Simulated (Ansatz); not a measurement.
# PBE/cc-pVDZ run of CH4BClS (SMILES CSBCl)

Aim: the vertical singlet–triplet gap of CH4BClS at PBE/cc-pVDZ, from 2 runs. 

The results are computed with Ansatz 0.2.0.

94 further runs of the same task are left out: 94 set aside as unsound or not needed.

## 1. The molecule

The species is CH4BClS (8 atoms), meant as a singlet with charge 0. As SMILES, `CSBCl`. Geometry: relaxed at PBE0-D4/def2-TZVP. This is one conformer, not always the lowest.

Bond lengths: C1–S2 1.810 Å, S2–B3 1.766 Å, B3–Cl4 1.749 Å, C1–H5 1.088 Å, C1–H6 1.089 Å, C1–H7 1.089 Å, B3–H8 1.191 Å. Angles: C1–S2–B3 103.2°, S2–B3–Cl4 119.0°, S2–C1–H5 110.2°, S2–C1–H6 109.0°, S2–C1–H7 109.0°, S2–B3–H8 121.7°, Cl4–B3–H8 119.3°, H5–C1–H6 109.7°, H5–C1–H7 109.7°, H6–C1–H7 109.3°.

## 2. A single-point energy at PBE/cc-pVDZ

File input.yaml:

```yaml
crystal:
  periodic: [false, false, false]
  atoms:
    - {symbol: C, position_ang: [-0.471000, 1.184200, 0.216300]}
    - {symbol: S, position_ang: [0.979400, 0.341100, -0.461900]}
    - {symbol: B, position_ang: [0.578900, -1.367600, -0.269600]}
    - {symbol: Cl, position_ang: [1.728300, -2.572200, -0.805600]}
    - {symbol: H, position_ang: [-1.201900, 0.455300, 0.560900]}
    - {symbol: H, position_ang: [-0.157800, 1.812600, 1.049100]}
    - {symbol: H, position_ang: [-0.912200, 1.808700, -0.559500]}
    - {symbol: H, position_ang: [-0.451500, -1.719100, 0.214500]}
basis:
  gaussian:
    orbitals: cc-pVDZ
hamiltonian:
  xc: pbe
accuracy: high
output:
  orbitals: {seedname: orbitals}
```

Command:

```sh
$ ansatz run input.yaml --threads 1 --pin off --max-ram 2610MiB --events-out events.jsonl --progress --plain --runs-dir runs
```

What it wrote:

```text
Warning: RAYON_NUM_THREADS=1 ignored (pool sized by the plan → 1); use --threads N
Functional definition: PBE
  name "PBE"
  parameter kappa = 0.804
  parameter beta = 0.06672455060314922
  exchange = pbe_x(kappa = kappa, mu = beta*pi^2/3)
  correlation = pbe_c(beta = beta)
1973 factors; integrals over basis functions are off by at most 6.8e-9 eV
mean field evaluation 1: about -25120.2767 eV, gradient 4.6e1 eV
mean field evaluation 2: about -25112.8009 eV, gradient 6.7e1 eV
mean field evaluation 4: about -25125.8938 eV, gradient 2.5e0 eV
mean field evaluation 8: about -25125.9063 eV, gradient 3.7e-2 eV
mean field evaluation 16: about -25125.9063 eV, gradient 3.7e-6 eV
mean field -25125.90626161 eV, -923.3600241631 hartree, gradient 9.3e-8 eV, S^2 0.000000; 0 other end points of the search recorded, 0 dependent functions left out
reference -25125.90626462 eV, -923.3600242740 hartree; 24, 24 occupied and 60, 60 virtual orbitals, 1973 factors
Total energy: -25125.90626462 eV, -923.3600242740 hartree
```

It took 6.9 s on 1 thread of Arm Neoverse V1, shared host; peak memory 0.22 GiB.

## 3. The triplet

File in.yaml:

```yaml
crystal:
  periodic: [false, false, false]
  atoms:
    - {symbol: C, position_ang: [-0.471000, 1.184200, 0.216300]}
    - {symbol: S, position_ang: [0.979400, 0.341100, -0.461900]}
    - {symbol: B, position_ang: [0.578900, -1.367600, -0.269600]}
    - {symbol: Cl, position_ang: [1.728300, -2.572200, -0.805600]}
    - {symbol: H, position_ang: [-1.201900, 0.455300, 0.560900]}
    - {symbol: H, position_ang: [-0.157800, 1.812600, 1.049100]}
    - {symbol: H, position_ang: [-0.912200, 1.808700, -0.559500]}
    - {symbol: H, position_ang: [-0.451500, -1.719100, 0.214500]}
basis:
  gaussian: {orbitals: cc-pVDZ}
magnetization: {spin_polarized: true, initial_magnetization: 2}
hamiltonian: {xc: {name: PBE}}
accuracy: high
output: {orbitals: {seedname: orbitals}}
```

Command:

```sh
$ ansatz run in.yaml --threads 1 --pin off --max-ram 2610MiB --events-out events.jsonl --progress --plain --runs-dir runs
```

What it wrote:

```text
Warning: RAYON_NUM_THREADS=1 ignored (pool sized by the plan → 1); use --threads N
Functional definition: PBE
  name "PBE"
  parameter kappa = 0.804
  parameter beta = 0.06672455060314922
  exchange = pbe_x(kappa = kappa, mu = beta*pi^2/3)
  correlation = pbe_c(beta = beta)
1973 factors; integrals over basis functions are off by at most 6.8e-9 eV
mean field evaluation 1: about -25113.6703 eV, gradient 3.7e1 eV
mean field evaluation 2: about -25095.2009 eV, gradient 6.2e1 eV
mean field evaluation 4: about -25118.5236 eV, gradient 1.7e1 eV
mean field evaluation 8: about -25121.3556 eV, gradient 5.2e-1 eV
mean field evaluation 16: about -25121.3518 eV, gradient 2.8e-4 eV
mean field evaluation 32: about -25121.3518 eV, gradient 6.4e-8 eV
mean field evaluation 64: about -25121.3481 eV, gradient 1.4e-1 eV
mean field -25121.35178577 eV, -923.1926502633 hartree, gradient 6.4e-8 eV, S^2 2.004957; 6 other end points of the search recorded, 0 dependent functions left out
reference -25121.35178881 eV, -923.1926503748 hartree; 25, 23 occupied and 59, 61 virtual orbitals, 1973 factors
Total energy: -25121.35178881 eV, -923.1926503748 hartree
```

Wall time 30 s (1 thread of Arm Neoverse V1, shared host); peak memory 0.29 GiB.

## 4. What came out

At PBE/cc-pVDZ:

```
                                        quantity          value
                           singlet: total energy  -923.36002 Eh
                            singlet: HOMO energy       -6.46 eV
                            singlet: LUMO energy       -1.77 eV
                          singlet: HOMO–LUMO gap        4.68 eV
                           triplet: total energy  -923.19265 Eh
     triplet: HOMO energy (highest over α and β)       -1.95 eV
                                   triplet: ⟨S²⟩          2.005
vertical energy of the triplet above the singlet       4.554 eV
```

What this shows: At this shape the triplet lies 4.55 eV (105 kcal/mol) above the singlet.
